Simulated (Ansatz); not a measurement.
# C₂H₄BNO: one species, many methods

One table from this session's results is given with a row withheld; the runs are named, their logs left out.

Computed with Ansatz 0.2.0, Gaussian basis. Level: functionals in def2-TZVPP, the program's frozen cores in correlated methods.

Plan: LDA (SPW92), PBE-D4, revPBE-D4, BLYP-D4, r2SCAN-D4, B97M-V, PBE0-D4, B3LYP-D4, r2SCANh-D4, r2SCAN0-D4, HSE06-D4, BHLYP-D4, CAM-B3LYP-D4, LC-ωPBE, ωB97X-V, ωB97M-V, B2PLYP, PBE-QIDH; CCSD(T)/def2-SVP; CCSD(T)/def2-TZVPP; MP2/def2-QZVPP; extrapolation to the limit; RPA on PBE.

## Structure used throughout

An earlier PBE0-D4 in a triple-zeta def2 set relaxation fixed the geometry.

SMILES `N=C1BCO1`, 9 atoms, charge 0, spin multiplicity 1.

Atoms are counted from 1 here; the program's logs count them from 0.

Bond lengths: N1–C2 1.258 Å, N1–H6 1.016 Å, C2–B3 1.584 Å, C2–O5 1.378 Å, B3–C4 1.567 Å, B3–H7 1.188 Å, C4–O5 1.463 Å, C4–H8 1.095 Å, C4–H9 1.095 Å. Angles: C2–N1–H6 109.6°, N1–C2–B3 145.5°, N1–C2–O5 122.5°, B3–C2–O5 92.0°, C2–B3–C4 83.4°, C2–B3–H7 138.0°, C4–B3–H7 138.6°, B3–C4–O5 89.6°, B3–C4–H8 117.6°, B3–C4–H9 117.6°, O5–C4–H8 111.0°, O5–C4–H9 111.0°, H8–C4–H9 108.6°, C2–O5–C4 95.0°.

The first run:

in.yaml reads:

```yaml
crystal:
  periodic: [false, false, false]
  atoms:
    - {symbol: N, position_ang: [0.814599, 1.980707, 0.219013]}
    - {symbol: C, position_ang: [0.355623, 0.812122, 0.137039]}
    - {symbol: B, position_ang: [-0.325170, -0.259051, -0.810993]}
    - {symbol: C, position_ang: [-0.278327, -1.157688, 0.471738]}
    - {symbol: O, position_ang: [0.349688, -0.058301, 1.205318]}
    - {symbol: H, position_ang: [0.721356, 2.448128, -0.678797]}
    - {symbol: H, position_ang: [-0.688917, -0.335512, -1.939587]}
    - {symbol: H, position_ang: [0.372311, -2.037672, 0.450878]}
    - {symbol: H, position_ang: [-1.232562, -1.439235, 0.928192]}
basis:
  gaussian: {orbitals: def2-TZVPP}
hamiltonian: {xc: lda}
output: {orbitals: {seedname: orbitals}}
```

Started as:

```bash
$ ansatz run in.yaml --threads 2 --pin off --events-out ev --progress --plain --max-ram 4352MiB
```

Among the steps run: LDA; PBE-D4 (GGA); revPBE-D4 (GGA); BLYP-D4 (GGA); r2SCAN-D4 (meta-GGA); B97M-V (meta-GGA); B3LYP-D4 (hybrid); r2SCANh-D4 (hybrid); r2SCAN0-D4 (hybrid); HSE06-D4 (hybrid); BHLYP-D4 (hybrid); CAM-B3LYP-D4 (range-separated); LC-ωPBE (range-separated); ωB97X-V (range-separated); ωB97M-V (range-separated); B2PLYP (double hybrid); PBE-QIDH (double hybrid).

One table of the session follows, with a row left open; its other results are not shown here.

```
  functional  HOMO (eV)  LUMO (eV)  gap (eV)
 LDA (SPW92)      -6.39      -3.96      2.43
      PBE-D4      -6.25      -3.67      2.57
   revPBE-D4      -6.18      -3.56      2.63
     BLYP-D4      -6.16      -3.52      2.64
   r2SCAN-D4      -6.53      -3.42      3.11
      B97M-V      -6.68      -3.40      3.28
     PBE0-D4      -7.73      -2.73      5.01
    B3LYP-D4      -7.51      -2.94      4.57
  r2SCANh-D4      -7.08      -3.08      4.00
  r2SCAN0-D4      -7.93      -2.58      5.35
    HSE06-D4      -7.33      -3.11      4.21
    BHLYP-D4      -9.11      -1.68      7.43
CAM-B3LYP-D4      -9.19      -1.61      7.58
     LC-ωPBE     -10.52      -0.42     10.10
     ωB97X-V     -10.18      -0.49      9.69
     ωB97M-V          ?          ?         ?
```

**Question.** Estimate the row for ωB97M-V.

As computed: HOMO (eV): -10.10; LUMO (eV): -0.67; gap (eV): 9.42. In the column «HOMO (eV)» it lies between ωB97X-V (-10.18) and CAM-B3LYP-D4 (-9.19).
